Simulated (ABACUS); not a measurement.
Crystal: HfIn4SiO6.

```
Hf In Si O
1.0
     2.41418   -8.12947   -0.00361
     2.41418    8.12947   -0.00361
    -0.98872    0.00000    4.73072
Hf In Si O
1 4 1 6
Direct
  0.00000 0.00000 0.00000
  0.66321 0.33679 0.00000
  0.16197 0.83803 0.50000
  0.33679 0.66321 0.00000
  0.83803 0.16197 0.50000
  0.50000 0.50000 0.50000
  0.73033 0.73033 0.27051
  0.26967 0.26967 0.72949
  0.19575 0.35695 0.27609
  0.64305 0.80425 0.72391
  0.80425 0.64305 0.72391
  0.35695 0.19575 0.27609
```

The cell was built by a generator and needn't be a form met in nature.

Base run:

* Program: ABACUS 3.10.1
* Functional: LDA
* Potentials or basis: SG15 ONCV 1.2 PBE
* Cutoff: 1361 eV
* Density cutoff: 5442 eV
* Basis: DZP LCAO (the cutoffs set its grid)
* k mesh: 4 × 4 × 4
* Occupations: fermi-dirac, width 0.05 eV
* Spin: no spin polarisation

Its results: band gap on the k mesh 0.28 eV, direct; pressure -5.0 GPa; largest force 1.242 eV/Å.

**Question.** After a change of settings the same cell gave: band gap on the k mesh 0.31 eV, indirect (least direct gap 0.31 eV); pressure -1.8 GPa; largest force 0.871 eV/Å. Which change was it?
A. functional from LDA to PBEsol
B. functional from LDA to TPSS
C. functional from LDA to PBE
D. functional from LDA to PW91

**Answer.** A.

PBEsol binds less tightly than LDA, so the same cell stands under more pressure.

Caveats: the atomic orbitals were generated for these runs and aren't a published set; the potentials were made for another functional, which shifts forces and pressure; spin-orbit coupling is left out, which moves the levels of the heavy elements; the basis of atomic orbitals isn't converged, which shifts pressures, moduli and gaps.

Not every run made on this cell is shown here.
